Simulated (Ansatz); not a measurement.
# Si4GeH12: ionisation energy by level of theory

An exercise on one series of results from a longer session: the logs are not shown, and one member is left open.

The runs use Ansatz 0.2.0, Gaussian basis; unrestricted cation, the program's frozen cores in correlated methods.

Levels to be run: UKS PBE-D4/def2-TZVPP; UKS r2SCAN-D4/def2-TZVPP; UKS PBE0-D4/def2-TZVPP; UKS B3LYP-D4/def2-TZVPP; UKS wB97X-V/def2-TZVPP; UKS wB97M-V/def2-TZVPP; UKS B2PLYP/def2-TZVPP; UHF-CCSD(T)/def2-TZVPP; UHF-MP2/def2-QZVPP; extrapolation to the limit; then −ε(HOMO) from the neutral's earlier runs with LDA (SPW92), PBE-D4, revPBE-D4, BLYP-D4, r2SCAN-D4, B97M-V, PBE0-D4, B3LYP-D4, r2SCANh-D4, r2SCAN0-D4, HSE06-D4, BHLYP-D4, CAM-B3LYP-D4, LC-ωPBE, ωB97X-V, ωB97M-V.

## The geometry

An earlier PBE0-D4 in a triple-zeta def2 set relaxation fixed the geometry.

SMILES `[SiH3][SiH2][SiH2][SiH2][GeH3]`, 17 atoms, charge 0, spin multiplicity 1.

Atoms are counted from 1 here; the program's logs count them from 0.

Bond lengths: Si1–Si2 2.338 Å, Si1–H6 1.488 Å, Si1–H7 1.488 Å, Si1–H8 1.488 Å, Si2–Si3 2.339 Å, Si2–H9 1.490 Å, Si2–H10 1.490 Å, Si3–Si4 2.337 Å, Si3–H11 1.490 Å, Si3–H12 1.490 Å, Si4–Ge5 2.380 Å, Si4–H13 1.489 Å, Si4–H14 1.490 Å, Ge5–H15 1.538 Å, Ge5–H16 1.538 Å, Ge5–H17 1.538 Å. Angles: Si2–Si1–H6 111.4°, Si2–Si1–H7 109.9°, Si2–Si1–H8 109.5°, H6–Si1–H7 108.8°, H6–Si1–H8 108.7°, H7–Si1–H8 108.5°, Si1–Si2–Si3 109.5°, Si1–Si2–H9 109.2°, Si1–Si2–H10 110.2°, Si3–Si2–H9 108.8°, Si3–Si2–H10 111.0°, H9–Si2–H10 108.3°, Si2–Si3–Si4 108.4°, Si2–Si3–H11 109.7°, Si2–Si3–H12 110.4°, Si4–Si3–H11 110.4°, Si4–Si3–H12 109.5°, H11–Si3–H12 108.4° and more.

The first run:

The input, in.yaml:

```yaml
crystal:
  periodic: [false, false, false]
  atoms:
    - {symbol: Si, position_ang: [0.639421, 1.727646, -1.897980]}
    - {symbol: Si, position_ang: [1.754868, 0.896261, -0.018617]}
    - {symbol: Si, position_ang: [1.278159, -1.380271, 0.227715]}
    - {symbol: Si, position_ang: [-1.040038, -1.663847, 0.131047]}
    - {symbol: Ge, position_ang: [-2.097867, -0.150283, 1.633000]}
    - {symbol: H, position_ang: [0.933029, 3.170473, -2.109418]}
    - {symbol: H, position_ang: [1.055921, 0.971397, -3.109695]}
    - {symbol: H, position_ang: [-0.828007, 1.559841, -1.719061]}
    - {symbol: H, position_ang: [1.277266, 1.620057, 1.193426]}
    - {symbol: H, position_ang: [3.221749, 1.122339, -0.149640]}
    - {symbol: H, position_ang: [1.941742, -2.152261, -0.860474]}
    - {symbol: H, position_ang: [1.787228, -1.879117, 1.536218]}
    - {symbol: H, position_ang: [-1.425898, -3.061449, 0.472055]}
    - {symbol: H, position_ang: [-1.508684, -1.374913, -1.253086]}
    - {symbol: H, position_ang: [-1.573988, -0.364406, 3.063312]}
    - {symbol: H, position_ang: [-3.623883, -0.341517, 1.638641]}
    - {symbol: H, position_ang: [-1.791019, 1.300040, 1.222548]}
basis:
  gaussian: {orbitals: def2-TZVPP}
total_charge: 1
magnetization: {spin_polarized: true, initial_magnetization: 1}
hamiltonian: {xc: pbe, dispersion: d4}
```

Steps of the session up to this table: Cation, UKS PBE-D4/def2-TZVPP; Cation, UKS r2SCAN-D4/def2-TZVPP; Cation, UKS PBE0-D4/def2-TZVPP; Cation, UKS B3LYP-D4/def2-TZVPP; Cation, UKS wB97X-V/def2-TZVPP; Cation, UKS wB97M-V/def2-TZVPP; Cation, UKS B2PLYP (frozen core)/def2-TZVPP; Cation, UHF-CCSD(T)/def2-TZVPP; Cation, UHF-MP2/def2-QZVPP.

One table of the session follows, with a row left open; its other results are not shown here.

Orbital estimates, from the neutral's runs:

| functional | −ε(HOMO) (eV) |
| --- | --- |
| LDA (SPW92) | 6.95 |
| PBE-D4 | 6.86 |
| revPBE-D4 | 6.81 |
| BLYP-D4 | 6.69 |
| r2SCAN-D4 | 7.10 |
| B97M-V | 7.23 |
| PBE0-D4 | 7.88 |
| B3LYP-D4 | 7.67 |
| r2SCANh-D4 | 7.47 |
| r2SCAN0-D4 | 8.04 |
| HSE06-D4 | 7.50 |
| BHLYP-D4 | 8.78 |
| CAM-B3LYP-D4 | ? |
| LC-ωPBE | 10.37 |
| ωB97X-V | 10.06 |
| ωB97M-V | 9.82 |

**Question.** Estimate the row for CAM-B3LYP-D4.

**Answer.** −ε(HOMO) (eV): 9.08. In the column «−ε(HOMO) (eV)» it lies between BHLYP-D4 (8.78) and ωB97M-V (9.82).
